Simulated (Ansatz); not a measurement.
# ZrNH2 (doublet): from Hartree-Fock to the top rungs at a displaced geometry (v2), def2-SVP

One table from this session's results is given with a row withheld; the runs are named, their logs left out.

Computed with Ansatz 0.2.0, Gaussian basis. Level: def2-SVP, core rule «outside noble gas», up to 5 orbitals frozen.

The runs, in order: UHF; CCSD(T) on ROHF; CCSD(T) on UHF; CISD as a restricted active space (open shells left free, so some higher excitations enter); CCSDT(Q) on ROHF; CCSDT(Q) on UHF.

22 further runs of the same task are left out: 5 for a known fault of the program, 4 that didn't finish, 13 set aside as unsound or not needed. Runs told in other sessions of the task aren't counted.

### The geometry

The geometry is a PBE0/def2-TZVP stationary point (not a proven minimum) with its atoms shifted at random (size 0.100 Å). No spin-orbit coupling is included. Elements past krypton take def2 core potentials.

4 atoms, charge 0, spin multiplicity 2.

Atoms are counted from 1 here; the program's logs count them from 0.

Bond lengths: Zr1–N2 1.974 Å, N2–H3 0.994 Å, N2–H4 1.091 Å. Angles: Zr1–N2–H3 126.1°, Zr1–N2–H4 120.5°, H3–N2–H4 111.0°.

The first run:

The input, in.yaml:

```yaml
crystal:
  periodic: [false, false, false]
  atoms:
    - {symbol: Zr, position_ang: [0.022054, -0.000122, 0.304847]}
    - {symbol: N, position_ang: [-0.138486, 0.008251, -1.662676]}
    - {symbol: H, position_ang: [-0.077314, 0.806531, -2.251668]}
    - {symbol: H, position_ang: [0.005795, -0.910147, -2.233453]}
basis:
  gaussian: {orbitals: def2-SVP}
magnetization: {spin_polarized: true, initial_magnetization: 1}
hamiltonian: {xc: hf}
output: {orbitals: {seedname: orbitals}}
```

Started as:

```sh
> ansatz run in.yaml --threads 1 --pin off --events-out ev --progress --plain --max-ram 2393MiB
```

Steps of the session up to this table: UHF; CCSD(T) on ROHF; CCSD(T) on UHF; CISD as a restricted active space (open shells left free, so some higher excitations enter); CCSDT(Q) on ROHF; CCSDT(Q) on UHF.

One table of the session follows, with a row left open; its other results are not shown here.

It belongs to the step «Misses and costs». 

| method | from RCCSDT(Q) (meV) |
| --- | --- |
| ROHF | ? |
| UHF | +7234.1 |
| RMP2 | +933.9 |
| UMP2 | +993.9 |
| RCCSD | +331.6 |
| UCCSD | +288.5 |
| RCCSD(T) | +55.1 |
| UCCSD(T) | +19.1 |
| RCCSDT | +19.1 |
| UCCSDT | -13.7 |
| RCCSDT(Q) | 0 |
| UCCSDT(Q) | -39.0 |

Q: Estimate the row for ROHF from the others.

The run gave: from RCCSDT(Q) (meV): +7474.1. In the column «from RCCSDT(Q) (meV)» it is the highest.

Not comparable, so not listed: CISD as a restricted active space (open shells left free, so some higher excitations enter) (they don't share determinant, frozen orbitals or solution with the rows shown, or repeat one).

Caveats from the session: The determinant of HF (⟨S²⟩ 1.28) is far from a pure spin state, so its energy mixes those of several spin states; that is harmless only where they are near-degenerate. Warnings: spin contamination; coupled cluster took another determinant than the lowest. Restricted and unrestricted rows rest on different reference determinants; a gap between their highest levels can come from leftover correlation error, from unlike frozen cores or from another state.
